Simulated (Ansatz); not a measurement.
# CHClNSi (SMILES N#C[SiH]Cl) at 6 levels

Wanted: a comparison of 6 runs (UB3LYP/6-31G*, U-r2SCAN/def2-SVPD, U-revPBE/def2-SVPD, USVWN5/def2-SVPD, UMP2/def2-SVPD, UCCSD(T)/def2-SVPD) of CHClNSi. 

The calculation is run with Ansatz 0.2.0.

68 further runs of the same task are left out: 68 set aside as unsound or not needed. Runs told in other sessions of the task aren't counted.

### Step 1. Starting point

CHClNSi has 5 atoms, charge 0, and is taken as a doublet. As SMILES, `N#C[SiH]Cl`. The C2–Si3 distance was set to 3.302 Å, away from the relaxed value. At this shape a bond of the SMILES string is far longer than usual.

Bond lengths: N1–C2 1.154 Å, Si3–Cl4 2.035 Å, Si3–H5 1.481 Å. Angles: Cl4–Si3–H5 110.9°.

### Step 2. A single-point energy at UB3LYP/6-31G(d) (spherical functions) (run 1)

Contents of input.yaml:

```yaml
basis:
  gaussian: {orbitals: 6-31G_st_-spherical.json}
crystal:
  periodic: [false, false, false]
  atoms:
    - symbol: N
      position_ang: [-2.059396, 0.384579, -3.097893]
    - symbol: C
      position_ang: [-1.445296, 0.261579, -2.128393]
    - symbol: Si
      position_ang: [0.105400, -0.310100, 0.730000]
    - symbol: Cl
      position_ang: [2.040100, -0.810700, 0.347000]
    - symbol: H
      position_ang: [0.030700, 0.909000, 1.567100]
hamiltonian: {xc: {name: B3LYP}}
output: {orbitals: {seedname: orbitals}}
magnetization: {spin_polarized: true, initial_magnetization: 1}
accuracy: high
```

The basis set 6-31G* is read from a file made from the Basis Set Exchange's data (not shown).

Run with:

```bash
$ ansatz run input.yaml --threads 1 --pin off --max-ram 2610MiB --events-out events.jsonl --progress --plain --runs-dir runs
```

The program printed:

```text
Warning: RAYON_NUM_THREADS=1 ignored (pool sized by the plan → 1); use --threads N
Functional definition: B3LYP
  name "B3LYP"
  parameter a0 = 0.2
  parameter ax = 0.72
  parameter ac = 0.81
  exchange = (1 - a0 - ax)*slater_x + ax*b88_x + a0*exact_x
  correlation = (1 - ac)*vwn_rpa_c + ac*lyp_c
1303 factors; integrals over basis functions are off by at most 6.4e-9 eV
mean field evaluation 1: about -22931.4375 eV, gradient 3.4e1 eV
mean field evaluation 2: about -22670.3234 eV, gradient 1.1e2 eV
mean field evaluation 4: about -22934.8904 eV, gradient 2.5e1 eV
mean field evaluation 8: about -22939.0121 eV, gradient 1.4e0 eV
mean field evaluation 16: about -22939.1745 eV, gradient 8.1e-3 eV
mean field evaluation 32: about -22939.1745 eV, gradient 1.0e-6 eV
mean field -22939.17453072 eV, -842.9991152730 hartree, gradient 8.8e-8 eV, S^2 0.818845; 2 other end points of the search recorded, 0 dependent functions left out
reference -22939.17456799 eV, -842.9991166425 hartree; 23, 22 occupied and 43, 44 virtual orbitals, 1303 factors
Total energy: -22939.17456799 eV, -842.9991166425 hartree
```

Wall time 7.8 s (1 thread of Arm Neoverse V2, shared host); peak memory 0.26 GiB.

### Step 3. The energy at U-r2SCAN/def2-SVPD (run 2)

Contents of molecule.yaml:

```yaml
crystal:
  periodic: [false, false, false]
  atoms:
    - {symbol: N, position_ang: [-2.059396, 0.384579, -3.097893]}
    - {symbol: C, position_ang: [-1.445296, 0.261579, -2.128393]}
    - {symbol: Si, position_ang: [0.105400, -0.310100, 0.730000]}
    - {symbol: Cl, position_ang: [2.040100, -0.810700, 0.347000]}
    - {symbol: H, position_ang: [0.030700, 0.909000, 1.567100]}
basis:
  gaussian: {orbitals: def2-SVPD}
magnetization: {spin_polarized: true, initial_magnetization: 1}
hamiltonian: {xc: r2scan}
accuracy: high
output: {orbitals: {seedname: orbitals}}
```

Run with:

```bash
$ ansatz run molecule.yaml --threads 1 --pin off --max-ram 2610MiB --events-out events.jsonl --progress --plain --runs-dir runs
```

The program printed:

```text
Warning: RAYON_NUM_THREADS=1 ignored (pool sized by the plan → 1); use --threads N
Functional definition: r2SCAN
  name "r2SCAN"
  parameter k0 = 0.174
  parameter k1 = 0.065
  parameter a1 = 4.9479
  exchange = r2scan_x(k0 = k0, k1 = k1, a1 = a1)
  correlation = r2scan_c
1883 factors; integrals over basis functions are off by at most 4.0e-9 eV
mean field evaluation 1: about -22920.6852 eV, gradient 3.4e1 eV
mean field evaluation 2: about -22648.5609 eV, gradient 1.1e2 eV
mean field evaluation 4: about -22919.3558 eV, gradient 3.0e1 eV
mean field evaluation 8: about -22928.4134 eV, gradient 1.5e0 eV
mean field evaluation 16: about -22928.4590 eV, gradient 1.7e-2 eV
mean field evaluation 32: about -22928.4591 eV, gradient 6.6e-7 eV
mean field -22928.45905198 eV, -842.6053286925 hartree, gradient 5.5e-8 eV, S^2 0.843076; 1 other end points of the search recorded, 0 dependent functions left out
reference -22928.45906227 eV, -842.6053290708 hartree; 23, 22 occupied and 76, 77 virtual orbitals, 1883 factors
Total energy: -22928.45906227 eV, -842.6053290708 hartree
```

Run time: 27 s. Hardware: 1 thread of Arm Neoverse V2, shared host; peak memory 0.42 GiB.

Runs 3 to 5 aren't shown in full; the table further down has their settings and results.

### Step 4. A single-point energy at UCCSD(T)/def2-SVPD (run 6)

molecule.yaml: that of step 3 with these lines changed.

```diff
@@ -9,6 +9,12 @@
 basis:
-  gaussian: {orbitals: def2-SVPD}
-magnetization: {spin_polarized: true, initial_magnetization: 1}
-hamiltonian: {xc: r2scan}
+  gaussian:
+    orbitals: def2-SVPD
+magnetization:
+  spin_polarized: true
+  initial_magnetization: 1
+correlation:
+  method: ccsd_t
+  frozen_orbitals: {C: 1, Cl: 5, H: 0, "N": 1, Si: 5}
 accuracy: high
-output: {orbitals: {seedname: orbitals}}
+scf:
+  omitted_lower_state_checks: [cluster_reference, increment]
```

Run with:

```bash
$ ansatz run molecule.yaml --threads 1 --pin off --max-ram 2610MiB --events-out events.jsonl --progress --plain --runs-dir runs
```

The program printed:

```text
Warning: RAYON_NUM_THREADS=1 ignored (pool sized by the plan → 1); use --threads N
[... 17 lines left out ...]
12 core orbitals not correlated: weight in the atoms' cores, before any rotation towards them, 1.000 or more for the frozen orbitals, at most 0.000 for the correlated occupied ones
[... 44 lines left out ...]
Total energy: -22897.47622238 eV, -841.4667307057 hartree
Checks for a lower state left out: cluster_reference, increment
```

It took 1.7 min on 1 thread of Arm Neoverse V2, shared host; peak memory 1.2 GiB.

### Step 5. All runs side by side

```
run                                level  frozen core orbitals  energy (Eh)  HOMO energy (eV)  LUMO energy (eV)   ⟨S²⟩  wall time
  1  UB3LYP/6-31G* (spherical functions)                     –  -842.999117             -7.62             -5.42  0.819      7.8 s
  2                   U-r2SCAN/def2-SVPD                     –  -842.605329             -7.32             -5.81  0.843       27 s
  3                   U-revPBE/def2-SVPD                     –  -842.559821             -6.98             -5.93  0.787       10 s
  4                     USVWN5/def2-SVPD                     –  -839.277306             -7.02             -6.26  0.762        6 s
  5                       UMP2/def2-SVPD                    12  -841.376828                 –                 –  1.478       18 s
  6                   UCCSD(T)/def2-SVPD                    12  -841.466731                 –                 –  1.478    1.7 min
```

### Step 6. Summary of results

```
                                           quantity          value
                                run 6: total energy  -841.46673 Eh
run 6: correlation energy (12 core orbitals frozen)     -552.5 mEh
                              run 6: (T) correction     -23.07 mEh
           run 6: ⟨S²⟩ of the reference determinant          1.478
                               run 6: T1 diagnostic          0.063
```

Totals of different functionals can't be ranked against each other. Spin contamination of the reference: run 5 ⟨S²⟩ = 1.48, run 6 ⟨S²⟩ = 1.48. Where it is this large, the reference is a mixture of spin states, and values that rest on it are in doubt. All runs together took 2.9 min, the longest 1.7 min.
